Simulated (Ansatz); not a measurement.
A nudged elastic band was laid between two geometries of a periodic cell of 17 atoms, CuSi16 (host Si, host structure diamond, interstitial Cu), cell charge +1.

The calculation used DFT PBE, scalar-relativistic, plane waves, PAW in Ansatz. Settings: PAW set soft_1, cutoff 420 eV, k mesh 2x2x2, fermi-dirac smearing 0.05 eV, no spin polarisation.

```
movable images  : 7
climbing image  : yes
spring          : 10.0 eV/Å²
optimiser       : lbfgs
start path      : IDPP
force threshold : 0.03 eV/Å
iteration limit : 31
end points      : relaxed
```

Image 0:

```xyz
17
Lattice="0.0000 5.4300 5.4300 5.4300 0.0000 5.4300 5.4300 5.4300 0.0000" Properties=species:S:1:pos:R:3
Si -0.057 0.031 0.054
Si 1.400 1.317 1.356
Si 2.685 2.775 0.056
Si 4.023 4.126 1.407
Si 2.853 -0.138 2.575
Si 4.070 1.316 4.028
Si 5.373 2.774 2.745
Si 6.830 4.076 4.029
Si -0.001 2.719 2.765
Si 1.314 4.139 4.112
Si 2.671 5.479 2.758
Si 4.010 6.835 4.114
Si 2.658 2.716 5.427
Si 4.195 3.949 6.658
Si 5.429 5.488 5.430
Si 6.743 6.833 6.850
Cu 6.936 6.636 3.914
```

Image 8:

```xyz
17
Lattice="0.0000 5.4300 5.4300 5.4300 0.0000 5.4300 5.4300 5.4300 0.0000" Properties=species:S:1:pos:R:3
Si -0.123 0.123 0.123
Si 1.415 1.353 1.354
Si 2.760 2.670 -0.066
Si 4.074 4.017 1.353
Si 2.761 -0.067 2.670
Si 4.073 1.353 4.017
Si 5.492 2.669 2.669
Si 6.832 4.024 4.024
Si 0.003 2.754 2.754
Si 1.219 4.208 4.208
Si 2.674 5.427 2.754
Si 4.130 6.728 4.040
Si 2.674 2.754 5.426
Si 4.130 4.039 6.728
Si 5.481 5.376 5.376
Si 6.817 6.728 6.728
Cu 7.998 8.295 2.865
```

Question: Which bonds break or form, and what moves?

Answer: Contacts lost: Si5–Cu17, Si8–Cu17, Si15–Cu17. Contacts made: Si4–Cu17, Si10–Cu17, Si11–Cu17. The atom that moves furthest is Cu17, by 2.23 Å; four of its nearest neighbours are Si5 2.33, Si9 2.42, Si15 2.43, Si13 2.43 Å at the first end and Si10 2.33, Si4 2.42, Si6 2.42, Si2 2.43 Å at the last.

Question: Give the energies along the band, and the barrier.

Answer: The run converged. The highest image is number 4 of 0 to 8, 0.035 eV above the ends, which have the same energy within 2 meV. A structure lower than the first end lies on the path between it and the top, so the climb from that side starts below the end, which may itself be a saddle point or a shallow side well. A structure lower than the last end lies on the path between it and the top, so the climb from that side starts below the end, which may itself be a saddle point or a shallow side well. By the program's own check the climbing image is of a kind that is not told: the force calls were inconclusive, a negative curvature could not be distinguished from the path's own, the only one lies far off the path, or fixed occupations may fill a level only in part (lowest curvatures found: -0.61 and 1.02 eV/Å²). Limits of this set-up: coarse k mesh, a small cell, in which the defect meets its images, charged cell in a uniform background, uncorrected.

| image | path coordinate (Å) | energy (eV) | Si5–Cu17 (Å) | Si8–Cu17 (Å) | Si15–Cu17 (Å) |
| --- | --- | --- | --- | --- | --- |
| 0 | 0.00 | 0.000 | 2.33 | 2.56 | 2.43 |
| 1 | 0.33 | 0.001 | 2.34 | 2.79 | 2.52 |
| 2 | 0.66 | -0.010 | 2.35 | 3.04 | 2.67 |
| 3 | 0.99 | 0.011 | 2.34 | 3.27 | 2.97 |
| 4 | 1.32 | 0.035 | 2.37 | 3.52 | 3.32 |
| 5 | 1.65 | 0.010 | 2.43 | 3.78 | 3.67 |
| 6 | 1.97 | -0.009 | 2.53 | 4.03 | 4.04 |
| 7 | 2.30 | 0.001 | 2.72 | 4.30 | 4.33 |
| 8 | 2.62 | 0.000 | 2.95 | 4.57 | 4.59 |

Question: What is the geometry of the highest image?

Answer: 
```xyz
17
Lattice="0.0000 5.4300 5.4300 5.4300 0.0000 5.4300 5.4300 5.4300 0.0000" Properties=species:S:1:pos:R:3
Si -0.146 -0.116 0.145
Si 1.314 1.300 1.280
Si 2.672 2.675 -0.020
Si 3.947 3.948 1.481
Si 2.785 -0.081 2.644
Si 4.147 1.299 4.114
Si 5.447 2.675 2.757
Si 6.841 4.064 4.017
Si -0.076 2.775 2.669
Si 1.286 4.154 4.140
Si 2.664 5.434 2.765
Si 4.057 6.824 4.025
Si 2.757 2.773 5.503
Si 4.217 4.190 6.639
Si 5.558 5.552 5.301
Si 6.833 6.824 6.802
Cu 7.469 7.471 3.388
```

Run time: 29 min on 1 thread of Arm Neoverse V1, on a shared host, peak memory 1 GiB.
